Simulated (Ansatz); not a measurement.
**FGeH4N: one species, many methods**

An exercise on one series of results from a longer session: the logs are not shown, and one member is left open.

Method: functionals in def2-TZVPP, the program's frozen cores in correlated methods; program: Ansatz 0.2.0, Gaussian basis.

Plan: LDA (SPW92), PBE-D4, revPBE-D4, BLYP-D4, r2SCAN-D4, B97M-V, PBE0-D4, B3LYP-D4, r2SCANh-D4, r2SCAN0-D4, HSE06-D4, BHLYP-D4, CAM-B3LYP-D4, LC-ωPBE, ωB97X-V, ωB97M-V, B2PLYP, PBE-QIDH; CCSD(T)/def2-SVP; CCSD(T)/def2-TZVPP; CCSD(T)/def2-QZVPP; extrapolation to the limit; RPA on PBE.

## The relaxed structure

All runs share one geometry, relaxed beforehand with PBE0-D4 in a triple-zeta def2 set.

7 atoms, charge 0, spin multiplicity 1.

Atoms are counted from 1 here; the program's logs count them from 0.

Bond lengths: N1–Ge2 1.811 Å, N1–H4 1.009 Å, N1–H5 1.009 Å, Ge2–F3 1.752 Å, Ge2–H6 1.530 Å, Ge2–H7 1.530 Å. Angles: Ge2–N1–H4 116.2°, Ge2–N1–H5 116.2°, H4–N1–H5 109.8°, N1–Ge2–F3 111.5°, N1–Ge2–H6 109.3°, N1–Ge2–H7 109.3°, F3–Ge2–H6 105.1°, F3–Ge2–H7 105.1°, H6–Ge2–H7 116.3°.

Set-up of the first run:

The input, in.yaml:

```yaml
crystal:
  periodic: [false, false, false]
  atoms:
    - {symbol: N, position_ang: [-0.798038, 0.431657, -0.705552]}
    - {symbol: Ge, position_ang: [0.574495, -0.034407, 0.380825]}
    - {symbol: F, position_ang: [0.446931, -1.702920, 0.898093]}
    - {symbol: H, position_ang: [-0.836437, -0.034573, -1.599924]}
    - {symbol: H, position_ang: [-1.715708, 0.440195, -0.285370]}
    - {symbol: H, position_ang: [0.502621, 0.789869, 1.668294]}
    - {symbol: H, position_ang: [1.887336, 0.042178, -0.401965]}
basis:
  gaussian: {orbitals: def2-TZVPP}
hamiltonian: {xc: lda}
output: {orbitals: {seedname: orbitals}}
```

Command:

```bash
ansatz run in.yaml --threads 2 --pin off --events-out ev --progress --plain --max-ram 22528MiB --backend cpu
```

Steps of the session up to this table: LDA; PBE-D4 (GGA); revPBE-D4 (GGA); BLYP-D4 (GGA); r2SCAN-D4 (meta-GGA); B97M-V (meta-GGA); PBE0-D4 (hybrid); B3LYP-D4 (hybrid); r2SCANh-D4 (hybrid); r2SCAN0-D4 (hybrid); HSE06-D4 (hybrid); BHLYP-D4 (hybrid); CAM-B3LYP-D4 (range-separated); LC-ωPBE (range-separated); ωB97X-V (range-separated); ωB97M-V (range-separated); B2PLYP (double hybrid); PBE-QIDH (double hybrid).

One of the session's tables, all rows but one given; the rest of the session is left out.

It belongs to the step «Orbital energies across the functionals». 

| functional | HOMO (eV) | LUMO (eV) | gap (eV) |
| --- | --- | --- | --- |
| LDA (SPW92) | -6.72 | -0.52 | 6.20 |
| PBE-D4 | -6.54 | -0.33 | 6.21 |
| revPBE-D4 | -6.47 | -0.24 | 6.23 |
| BLYP-D4 | -6.42 | -0.34 | 6.08 |
| r2SCAN-D4 | -6.87 | 0.21 | 7.08 |
| B97M-V | ? | ? | ? |
| PBE0-D4 | -8.05 | 0.52 | 8.57 |
| B3LYP-D4 | -7.79 | 0.18 | 7.97 |
| r2SCANh-D4 | -7.43 | 0.49 | 7.93 |
| r2SCAN0-D4 | -8.29 | 0.89 | 9.17 |
| HSE06-D4 | -7.64 | 0.15 | 7.79 |
| BHLYP-D4 | -9.47 | 1.17 | 10.64 |
| CAM-B3LYP-D4 | -9.52 | 1.33 | 10.85 |
| LC-ωPBE | -10.95 | 2.65 | 13.61 |
| ωB97X-V | -10.56 | 2.45 | 13.01 |
| ωB97M-V | -10.47 | 2.04 | 12.51 |

Q: Estimate the row for B97M-V from the others.

**Answer.** HOMO (eV): -6.98; LUMO (eV): -0.12; gap (eV): 6.86. In the column «HOMO (eV)» it lies between r2SCANh-D4 (-7.43) and r2SCAN-D4 (-6.87).
